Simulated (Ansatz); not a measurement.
# CH5BO2: the cost of one run

Program: Ansatz 0.2.0. Level of theory: UKS PBE0-D4/def2-SVP. These are calculated values, not measurements.

**1. The system as given**

Bond lengths: C1–B2 1.576 Å, B2–O3 1.486 Å, B2–O4 1.494 Å, C1–H5 1.109 Å, C1–H6 1.188 Å, C1–H7 1.107 Å, O3–H8 0.954 Å, O4–H9 1.051 Å. Angles: C1–B2–O3 120.8°, C1–B2–O4 116.1°, O3–B2–O4 123.0°, B2–C1–H5 111.6°, B2–C1–H6 107.1°, B2–C1–H7 112.7°, H5–C1–H6 106.1°, H5–C1–H7 112.4°, H6–C1–H7 106.4°, B2–O3–H8 101.4°, B2–O4–H9 102.9°.

Structure file:

```xyz
9

C     0.5922    0.4735   -0.8299
B    -0.0965   -0.4611    0.2357
O    -1.3837   -1.1404   -0.0655
O     0.6606   -0.6783    1.5055
H     0.7458   -0.0508   -1.7948
H    -0.1640    1.3622   -1.0547
H     1.5221    0.9411   -0.4516
H    -2.0138   -0.5121    0.2789
H     0.2257    0.0197    2.1592
```

**2. End point A**

Contents of input.yaml:

```yaml
crystal:
  periodic: [false, false, false]
  atoms:
    - { symbol: C, position_ang: [0.5922, 0.4735, -0.8299] }
    - { symbol: B, position_ang: [-0.0965, -0.4611, 0.2357] }
    - { symbol: O, position_ang: [-1.3837, -1.1404, -0.0655] }
    - { symbol: O, position_ang: [0.6606, -0.6783, 1.5055] }
    - { symbol: H, position_ang: [0.7458, -0.0508, -1.7948] }
    - { symbol: H, position_ang: [-0.164, 1.3622, -1.0547] }
    - { symbol: H, position_ang: [1.5221, 0.9411, -0.4516] }
    - { symbol: H, position_ang: [-2.0138, -0.5121, 0.2789] }
    - { symbol: H, position_ang: [0.2257, 0.0197, 2.1592] }
magnetization:
  spin_polarized: true
basis:
  gaussian: { orbitals: def2-SVP }
hamiltonian:
  xc: pbe0
  dispersion: d4
relax:
  f_tol: 0.02
  max_steps: 50
```

Command:

```console
> ansatz run input.yaml --threads 2 --pin off --max-ram 3072MiB --backend cpu --events-out ev --progress --plain --runs-dir out
```

Q: Estimate wall time and peak memory on 2 threads of AMD EPYC 7B13 (Zen 3), shared host.

About 17 s, with a peak of 0.22 GiB.
